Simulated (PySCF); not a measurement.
# C₇H₁₁NOSe: magnetic properties

Wanted: magnetic properties for C₇H₁₁NOSe (`CC(=O)NC1=C[Se]CCC1`).

Programs: PySCF 2.14.0, with routines of our own; each step states its level. All values are computed. Atoms count from 0.

### 1 The system as given

21 atoms, charge 0, multiplicity 1; geometry from: GFN2-xTB.

### 2 Magnetic properties: GIAO PBE0/pcSseg-1

What the job is given:

```
{"job": {"kind": "mag", "xc": "PBE0", "basis": "pcSseg-1", "isotopologues": 0}, "charge": 0, "multiplicity": 1}
C      3.548897    -0.724847     0.055224
C      2.046503    -0.914862    -0.031278
O      1.527536    -1.975209    -0.294357
N      1.370904     0.244451     0.224763
C     -0.012696     0.481729     0.276459
C     -0.418006     1.652215     0.780489
Se    -2.201380     2.219255     1.032049
C     -3.034873     0.510987     0.543914
C     -2.303213    -0.105228    -0.632858
C     -0.908026    -0.595493    -0.259412
H      4.038589    -1.656376    -0.212126
H      3.874364     0.060319    -0.623760
H      3.832802    -0.452822     1.070065
H      1.935417     1.038951     0.494433
H      0.296387     2.391853     1.116956
H     -4.074505     0.734376     0.301433
H     -3.003524    -0.139667     1.419334
H     -2.230324     0.628608    -1.439755
H     -2.881136    -0.954761    -1.004848
H     -0.434681    -1.027519    -1.142238
H     -0.977955    -1.399015     0.479746
```

Level: GIAO PBE0/pcSseg-1 magnetisability, rotational g tensor and spin-rotation constants, non-relativistic, gas phase.

Started as:

```
$ OMP_NUM_THREADS=1 python excited_run.py task.json out
```

The driver reads the jobs from task.json and runs them one after another.

Log:

```text
coarse grid: 81088 points
cycle   1  E = -2803.6780237749  dE =  6.267e-01  |g| = 1.091e+00  |ddm| = 4.417e+00
cycle   2  E = -2803.1918537597  dE =  4.862e-01  |g| = 1.835e+00  |ddm| = 2.669e+00
cycle   3  E = -2803.8189906002  dE = -6.271e-01  |g| = 3.811e-01  |ddm| = 2.226e+00
cycle   4  E = -2803.8439555401  dE = -2.496e-02  |g| = 1.059e-01  |ddm| = 3.331e-01
cycle   5  E = -2803.8458698007  dE = -1.914e-03  |g| = 3.484e-02  |ddm| = 1.194e-01
cycle   6  E = -2803.8461730039  dE = -3.032e-04  |g| = 1.015e-02  |ddm| = 4.621e-02
cycle   7  E = -2803.8461978563  dE = -2.485e-05  |g| = 2.088e-03  |ddm| = 1.016e-02
cycle   8  E = -2803.8461987873  dE = -9.310e-07  |g| = 5.960e-04  |ddm| = 2.348e-03
final grid: 172824 points
cycle   9  E = -2803.8462822218  dE =  2.663e-08  |g| = 1.041e-03  |ddm| = 3.610e-03
cycle  10  E = -2803.8462816133  dE =  6.085e-07  |g| = 1.996e-03  |ddm| = 2.746e-03
cycle  11  E = -2803.8462824632  dE = -8.500e-07  |g| = 1.863e-04  |ddm| = 1.786e-03
cycle  12  E = -2803.8462824709  dE = -7.616e-09  |g| = 1.754e-05  |ddm| = 1.692e-04
cycle  13  E = -2803.8462824709  dE = -4.547e-11  |g| = 8.712e-06  |ddm| = 2.623e-05
converged SCF energy = -2803.8462824709

Magnetisability tensor (1e-30 J/T^2)
    -1766.63       49.32       15.34
       49.32    -1647.74       23.30
       15.34       23.30    -1729.14
isotropic -1714.51   principal values   -1785.26  -1735.27  -1623.00
isotropic susceptibility -103.250 1e-6 cm^3/mol

Inertial axes            a          b          c
rot. const./GHz      2.3637     0.4511     0.3872
chi total          -106.952    -98.499   -104.300
chi diamagnetic    -667.918  -2589.916  -3031.054
chi paramagnetic    560.966   2491.417   2926.754
quadrupole/D A       -4.340      7.799     -3.459
g nuclear            0.6015     0.5205     0.5283
g electronic        -0.6229    -0.5280    -0.5324
g total             -0.0215    -0.0074    -0.0041

Spin-rotation constants (kHz, H = +C I.J)
atom  isotope        aa         bb         cc
  3    14N        0.169      0.066      0.031
 10     1H        0.026     -0.039     -0.046
 11     1H       -0.264     -0.037      0.000
 12     1H       -0.264     -0.019     -0.015
 13     1H       -0.261      0.043     -0.053
 14     1H       -0.215      0.035     -0.050
 15     1H       -0.002     -0.033     -0.042
 16     1H       -0.207     -0.050      0.011
 17     1H       -0.251     -0.045      0.007
 18     1H       -0.260      0.017     -0.042
 19     1H       -0.089     -0.029     -0.021
 20     1H       -0.231     -0.039      0.005
  0    13C*       0.294      0.065      0.073
  1    13C*       1.234      0.152      0.092
  2    17O*      -1.230     -0.290     -0.030
  4    13C*       0.983      0.186      0.062
  5    13C*       0.761      0.154      0.058
  6   77Se*       4.266      0.693      0.613
  7    13C*       0.369      0.076      0.059
  8    13C*       0.398      0.074      0.051
  9    13C*       0.395      0.083      0.051
* in the singly substituted isotopologue
```

Wall time 4 min (1 thread of Intel Xeon at 2.50GHz, shared host); peak memory 1.3 GiB.

In short:

```tsv
quantity	value
magnetisability	-1715·10⁻³⁰ J/T²
molar susceptibility	-103.2·10⁻⁶ cm³/mol
rotational g (a, b, c)	-0.0215, -0.0074, -0.0041
```

The fields below are evaluated on a grid from the run's orbitals.

Frontier orbitals at PBE0/pcSseg-1, with the share of their density that lies nearest to each atom:

```tsv
orbital	energy (eV)	lies on
HOMO	-5.46	Se6 47 %; C4, C5 about 14 % each; N3 8 %
LUMO	-0.08	C1, C4, C5 about 19 % each; O2 13 %; Se6 7 %
```

ELF in a plane through or near 12 of the atoms.

Ten even steps from ' ' (0.00) to '@' (1.00):
```
                                                        
                                                        
                                    ......              
                        ::%%##    ..==****--            
                        ##@@@@++  ==##%%%%++::          
                  ..::  ::@@@@##++------==**::          
                  ##@@--  **##::##--**##::==..          
          --==..  ##@@##..==##--**++::::++..            
        ..**##++  ::##++##----##::..++%%##**%%##::      
        ..++--==**==%%==##--::**....++::::@@@@@@##      
      ..++##::==@@::**++--++@@##++==####==@@@@@@##      
      ##@@@@@@++**..==::  ::======##==**----##**..      
      %%@@@@@@  ::##**##::::**++++==**##==              
      ..##%%..  **%%##%%==  ----....%%@@@@..            
              ..**%%%%##::        ..##@@%%..            
                ::----..            ..--..              
                                                        
                                                        
                                                        
                                                        
```
The map spans 13.7 Å across and 10.4 Å up, centred on the molecule. Atoms in the plane (x, y in Å): C0 (-3.6, -0.1), C1 (-2.2, -0.5), O2 (-1.8, -1.7), N3 (-1.3, 0.5), C4 (0.1, 0.5), C5 (0.7, 1.7), Se6 (2.6, 2.0), C7 (3.1, 0.2), C9 (0.8, -0.8), H10 (-4.3, -1.0), H14 (0.1, 2.6), H15 (4.1, 0.1).

On the surface of density 0.002 e/bohr³ the electrostatic potential runs, from the 1st to the 99th percentile, from -1.81 V near O2 to 2.12 V near H13.

### 3 Magnetic properties: GIAO B3LYP/def2-SVP

What the job is given:

```
{"job": {"kind": "mag", "xc": "B3LYP", "basis": "def2-SVP", "scf": {"max_cycle": 97}}, "charge": 0, "multiplicity": 1}
C      4.613566    -0.942301     0.071791
C      2.660454    -1.189321    -0.040661
O      1.985797    -2.567772    -0.382664
N      1.782175     0.317786     0.292192
C     -0.016505     0.626248     0.359397
C     -0.543408     2.147880     1.014636
Se    -2.861794     2.885032     1.341664
C     -3.945335     0.664283     0.707088
C     -2.994177    -0.136796    -0.822715
C     -1.180434    -0.774141    -0.337236
H      5.250166    -2.153289    -0.275764
H      5.036673     0.078415    -0.810888
H      4.982643    -0.588669     1.391084
H      2.516042     1.350636     0.642763
H      0.385303     3.109409     1.452043
H     -5.296857     0.954689     0.391863
H     -3.904581    -0.181567     1.845134
H     -2.899421     0.817190    -1.871682
H     -3.745477    -1.241189    -1.306302
H     -0.565085    -1.335775    -1.484909
H     -1.271342    -1.818719     0.623670
```

Level: GIAO B3LYP/def2-SVP magnetisability, rotational g tensor and spin-rotation constants, non-relativistic, gas phase.

Log:

```text
final grid: 172824 points
cycle   1  E = -2802.9066899101  dE = -2.495e+00  |g| = 1.171e+00  |ddm| = 4.010e+00
cycle   2  E = -2796.6468963934  dE =  6.260e+00  |g| = 3.853e+00  |ddm| = 4.744e+00
cycle   3  E = -2803.0028956807  dE = -6.356e+00  |g| = 9.727e-01  |ddm| = 4.550e+00
cycle   4  E = -2803.1873386388  dE = -1.844e-01  |g| = 6.002e-01  |ddm| = 1.234e+00
cycle   5  E = -2803.2769723439  dE = -8.963e-02  |g| = 1.370e-01  |ddm| = 4.890e-01
cycle   6  E = -2803.2730226295  dE =  3.950e-03  |g| = 1.801e-01  |ddm| = 3.609e-01
cycle   7  E = -2803.2828887556  dE = -9.866e-03  |g| = 6.162e-02  |ddm| = 2.070e-01
cycle   8  E = -2803.2838477006  dE = -9.589e-04  |g| = 2.333e-02  |ddm| = 6.381e-02
cycle   9  E = -2803.2839556934  dE = -1.080e-04  |g| = 1.235e-02  |ddm| = 2.799e-02
cycle  10  E = -2803.2840008898  dE = -4.520e-05  |g| = 2.997e-03  |ddm| = 1.273e-02
cycle  11  E = -2803.2840030453  dE = -2.155e-06  |g| = 1.969e-03  |ddm| = 5.178e-03
cycle  12  E = -2803.2840041976  dE = -1.152e-06  |g| = 7.247e-04  |ddm| = 2.753e-03
cycle  13  E = -2803.2840042167  dE = -1.905e-08  |g| = 6.877e-04  |ddm| = 1.235e-03
cycle  14  E = -2803.2840043651  dE = -1.484e-07  |g| = 2.164e-04  |ddm| = 8.251e-04
cycle  15  E = -2803.2840043687  dE = -3.643e-09  |g| = 1.819e-04  |ddm| = 2.628e-04
cycle  16  E = -2803.2840043747  dE = -5.994e-09  |g| = 9.707e-05  |ddm| = 2.480e-04
cycle  17  E = -2803.2840043772  dE = -2.459e-09  |g| = 2.994e-05  |ddm| = 1.119e-04
cycle  18  E = -2803.2840043773  dE = -1.510e-10  |g| = 1.779e-05  |ddm| = 3.560e-05
converged SCF energy = -2803.2840043773

Magnetisability tensor (1e-30 J/T^2)
    -1360.18       14.59        5.74
       14.59    -1256.55       -0.20
        5.74       -0.20    -1438.89
isotropic -1351.87   principal values   -1439.32  -1361.77  -1254.53
isotropic susceptibility -81.412 1e-6 cm^3/mol

Inertial axes            a          b          c
rot. const./GHz      1.3987     0.2669     0.2291
chi total           -81.203    -78.309    -84.723
chi diamagnetic   -1041.301  -4282.755  -5025.958
chi paramagnetic    960.098   4204.446   4941.234
quadrupole/D A        1.590     10.688    -12.279
g nuclear            0.6015     0.5205     0.5283
g electronic        -0.6309    -0.5272    -0.5318
g total             -0.0294    -0.0066    -0.0036

Spin-rotation constants (kHz, H = +C I.J)
atom  isotope        aa         bb         cc
  3    14N        0.278      0.094      0.038
 10     1H        0.038     -0.010     -0.014
 11     1H       -0.077     -0.011      0.004
 12     1H       -0.077     -0.004     -0.002
 13     1H       -0.077      0.029     -0.017
 14     1H       -0.052      0.021     -0.015
 15     1H        0.032     -0.007     -0.013
 16     1H       -0.063     -0.014      0.012
 17     1H       -0.076     -0.013      0.010
 18     1H       -0.080      0.012     -0.014
 19     1H       -0.003     -0.008     -0.005
 20     1H       -0.065     -0.011      0.008
  0    13C*       0.392      0.079      0.081
  1    13C*       1.216      0.123      0.108
  2    17O*      -1.669     -0.253     -0.152
  4    13C*       0.974      0.188      0.093
  5    13C*       0.848      0.175      0.078
  6   77Se*       8.418      1.910      1.003
  7    13C*       0.550      0.087      0.099
  8    13C*       0.446      0.099      0.087
  9    13C*       0.495      0.088      0.093
* in the singly substituted isotopologue
```

It took 3.2 min on 1 thread of Intel Xeon at 2.50GHz, shared host; peak memory 1.1 GiB.

The run ended normally, but its values are not to be used for the molecule: all coordinates were scaled by 1.3.

### 4 What came out

| quantity | value |
| --- | --- |
| magnetisability (step 2, GIAO PBE0/pcSseg-1) | -1715·10⁻³⁰ J/T² |
| molar susceptibility (step 2, GIAO PBE0/pcSseg-1) | -103.2·10⁻⁶ cm³/mol |
| rotational g (a, b, c) (step 2, GIAO PBE0/pcSseg-1) | -0.0215, -0.0074, -0.0041 |
| surface potential, 1st and 99th percentile | -1.81 V and 2.12 V |
| runs | 0 failed, 1 ended on unsound input |

In words: Steps that list no spin-orbit terms leave them out, which matters at and beside the heavy atoms. Vibrational averaging and real surroundings are missing from these values.
